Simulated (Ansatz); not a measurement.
**Mo(NH)2(OH)2 (H₄MoN₂O₂): trial inputs and their diagnosis**

Aim: try 2 inputs for Mo(NH)2(OH)2 (H₄MoN₂O₂) as typed, read how each ends, and find what has to change.

Method: the settings change from run to run; program: Ansatz 0.2.0, Gaussian basis.

## Step 1: The geometry

An earlier B3LYP-D4/def2-SVP relaxation fixed the geometry. Mo takes a core potential in def2 sets; no spin-orbit term is included.

9 atoms, charge 0, spin multiplicity 1.

Atoms are counted from 1 here; the program's logs count them from 0.

Bond lengths: Mo1–N2 1.735 Å, Mo1–N4 1.735 Å, Mo1–O6 1.900 Å, Mo1–O8 1.900 Å, N2–H3 1.018 Å, N4–H5 1.018 Å, O6–H7 0.967 Å, O8–H9 0.967 Å. Angles: N2–Mo1–N4 111.6°, N2–Mo1–O6 109.3°, N2–Mo1–O8 107.3°, N4–Mo1–O6 107.3°, N4–Mo1–O8 109.3°, O6–Mo1–O8 112.1°, Mo1–N2–H3 156.2°, Mo1–N4–H5 156.3°, Mo1–O6–H7 119.9°, Mo1–O8–H9 119.9°.

Coordinates:

```xyz
9

Mo   -0.09631   -0.02136   -0.05869
N    -0.04794    0.31501    1.64259
H     0.38719    0.52309    2.53956
N     1.48996    0.00576   -0.76064
H     2.50196    0.11920   -0.77329
O    -1.12421    1.31588   -0.93437
H    -1.75832    1.84373   -0.43073
O    -0.84676   -1.75443   -0.27054
H    -0.50557   -2.34688   -0.95389
```

## Step 2: Attempt 1

File in.yaml:

```yaml
crystal:
  periodic: [false, false, false]
  atoms:
    - {symbol: Mo, position_ang: [-0.096306, -0.021365, -0.058689]}
    - {symbol: N, position_ang: [-0.047939, 0.315014, 1.642587]}
    - {symbol: H, position_ang: [0.387190, 0.523092, 2.539557]}
    - {symbol: N, position_ang: [1.489958, 0.005761, -0.760637]}
    - {symbol: H, position_ang: [2.501963, 0.119204, -0.773286]}
    - {symbol: O, position_ang: [-1.124214, 1.315884, -0.934371]}
    - {symbol: H, position_ang: [-1.758325, 1.843726, -0.430732]}
    - {symbol: O, position_ang: [-0.846759, -1.754431, -0.270538]}
    - {symbol: H, position_ang: [-0.505570, -2.346884, -0.953892]}
basis:
  gaussian: {orbitals: def2-TZVP, point_charges: [{charge: -1.00, position_ang: [7.491, -0.793, 0.344]}]}
total_charge: -3
magnetization: {spin_polarized: true, initial_magnetization: 1}
hamiltonian: {xc: {name: wPBEh}}
scf: {omitted_lower_state_checks: [starts]}
output: {forces: true}
```

Command:

```
ansatz run in.yaml --threads 4 --pin off --events-out ev --progress --plain --max-ram 3916MiB
```

What it wrote, shortened:

```text
Functional definition: wPBEh
  name "wPBEh"
  cite "Heyd, Scuseria & Ernzerhof, J. Chem. Phys. 118, 8207 (2003) doi:10.1063/1.1564060"
  cite "Krukau, Vydrov, Izmaylov & Scuseria, J. Chem. Phys. 125, 224106 (2006) doi:10.1063/1.2404663"
  cite "Heyd & Scuseria, J. Chem. Phys. 120, 7274 (2004) doi:10.1063/1.1668634"
  cite "Ernzerhof & Perdew, J. Chem. Phys. 109, 3313 (1998) doi:10.1063/1.476928"
  cite "Perdew, Burke & Ernzerhof, Phys. Rev. Lett. 77, 3865 (1996) doi:10.1103/PhysRevLett.77.3865"
  parent pbe
[...]
1166 factors; their error is unknown
98 factors; integrals over basis functions are off by at most 8.3e-7 eV
[...]
mean field -8974.16751692 eV, -329.7945733376 hartree, gradient 8.2e-7 eV, S^2 1.510983; 0 other end points of the search recorded, 0 dependent functions left out
[...]
reference -8974.16756156 eV, -329.7945749780 hartree; 26, 25 occupied and 162, 163 virtual orbitals, 1166 factors
Total energy: -8974.16756156 eV, -329.7945749780 hartree
Atom 0 at    -0.096306    -0.021365    -0.058689 Å, force    -0.970697     0.202866     0.831783 eV/Å
Atom 1 at    -0.047939     0.315014     1.642587 Å, force    -0.088079    -0.159385    -1.211148 eV/Å
Atom 2 at     0.387190     0.523092     2.539557 Å, force     0.049896     0.187765     0.451028 eV/Å
Atom 3 at     1.489958     0.005761    -0.760637 Å, force     0.531376    -0.041143    -0.390472 eV/Å
Atom 4 at     2.501963     0.119204    -0.773286 Å, force    -0.367377    -0.110804     0.249072 eV/Å
Atom 5 at    -1.124214     1.315884    -0.934371 Å, force     0.370120     0.004462    -0.646931 eV/Å
Atom 6 at    -1.758325     1.843726    -0.430732 Å, force    -0.208437     0.115345     0.628338 eV/Å
Atom 7 at    -0.846759    -1.754431    -0.270538 Å, force    -0.309085    -0.072187     0.627558 eV/Å
Atom 8 at    -0.505570    -2.346884    -0.953892 Å, force     0.375006    -0.078652    -0.544661 eV/Å
Dipole moment:     1.084245    -0.283257    -0.446667 e Å
Checks for a lower state left out: starts
```

Run time: 21 s. Hardware: 4 threads of Arm Neoverse V1, shared host; peak memory 0.82 GiB.

What is wrong: It ended without an error, which proves nothing about the input. The charge is far from anything that the molecule holds. The typed spin has to follow the charge. It asks for charge -3; the species has 0. Its energy belongs to another ion. To mend it, type the charge that the molecule really has, and remove the point charge.

## Step 3: Attempt 2

File in.yaml:

```yaml
crystal:
  periodic: [false, false, false]
  atoms:
    - {symbol: Mo, position_ang: [-0.120382, -0.026706, -0.073361]}
    - {symbol: N, position_ang: [-0.059924, 0.393767, 2.053234]}
    - {symbol: H, position_ang: [0.483988, 0.653865, 3.174447]}
    - {symbol: N, position_ang: [1.862448, 0.007201, -0.950796]}
    - {symbol: H, position_ang: [3.127454, 0.149005, -0.966608]}
    - {symbol: O, position_ang: [-1.405268, 1.644855, -1.167964]}
    - {symbol: H, position_ang: [-2.197906, 2.304657, -0.538415]}
    - {symbol: O, position_ang: [-1.058449, -2.193039, -0.338172]}
    - {symbol: H, position_ang: [-0.631962, -2.933605, -1.192366]}
basis:
  gaussian: {orbitals: def2-TZVP, final_grid: {core_spheres: 1, valence_spheres: 1, degree: 1}}
hamiltonian: {xc: {name: wB97M-V}}
scf: {omitted_lower_state_checks: [starts]}
output: {forces: true}
```

Same command.

What it wrote, shortened:

```text
Functional definition: wB97M-V
  name "wB97M-V"
  cite "Mardirossian & Head-Gordon, J. Chem. Phys. 144, 214110 (2016) doi:10.1063/1.4952647"
  cite "Becke, J. Chem. Phys. 107, 8554 (1997) doi:10.1063/1.475007"
  cite "Vydrov & Van Voorhis, J. Chem. Phys. 133, 244103 (2010) doi:10.1063/1.3521275"
  # Of w^i u^j: cxij and so on, Table III.
[...]
  gx(w, u) = 1 - cx + cx01*u + cx10*w
  gss(w, u) = css00 + css04*u^4 + css10*w + css20*w^2 + css43*w^4*u^3
  gos(w, u) = cos00 + cos10*w + (cos20 + cos21*u)*w^2 + (cos60 + cos61*u)*w^6
[...]
      + integral(e_c_pw_mod_opposite_spin*gos(b97_w_opposite, b97_u_opposite)) + vv10(b, c)
[...]
1123 factors; their error is unknown
278 factors; integrals over basis functions are off by at most 1.3e-5 eV
[...]
Total energy: -9109.20291435 eV, -334.7570326629 hartree
Atom 0 at    -0.120382    -0.026706    -0.073361 Å, force    -1.620289    -0.433390    -1.953300 eV/Å
Atom 1 at    -0.059924     0.393767     2.053234 Å, force     3.289413     2.304231     4.589222 eV/Å
Atom 2 at     0.483988     0.653865     3.174447 Å, force    -3.379516    -2.356528    -3.525775 eV/Å
Atom 3 at     1.862448     0.007201    -0.950796 Å, force     6.051363     0.797924    -3.911759 eV/Å
Atom 4 at     3.127454     0.149005    -0.966608 Å, force    -6.202426    -0.667975     2.222993 eV/Å
Atom 5 at    -1.405268     1.644855    -1.167964 Å, force    -2.234170     1.496515     3.710200 eV/Å
Atom 6 at    -2.197906     2.304657    -0.538415 Å, force     3.119638    -2.202165    -2.587493 eV/Å
Atom 7 at    -1.058449    -2.193039    -0.338172 Å, force     2.692557    -1.540147    -2.294758 eV/Å
Atom 8 at    -0.631962    -2.933605    -1.192366 Å, force    -1.716570     2.601535     3.750669 eV/Å
Dipole moment:     2.362568     0.512328     1.482946 e Å
Checks for a lower state left out: starts
```

It took 27 s on 4 threads of Arm Neoverse V1, shared host; peak memory 0.56 GiB.

Diagnosis: It ended without an error, which proves nothing about the input. The integration grid is far too coarse. Its coordinates are also moved off the relaxed structure (shortest distance 1.21 Å, against 0.97 Å), and have to be restored too. Its energy carries the error of the grid. Fix: drop final_grid and take the default grid.

## Step 4: Summary

| attempt | level | ended | cause | time |
| --- | --- | --- | --- | --- |
| 1 | wPBEh/def2-TZVP | converged | the charge is far from anything that the molecule holds | 21 s |
| 2 | wB97M-V/def2-TZVP | converged | the integration grid is far too coarse | 27 s |

2 converged. The dangerous case is the input that converges on a wrong geometry, charge, spin, basis or grid: often only a look at the input shows it.
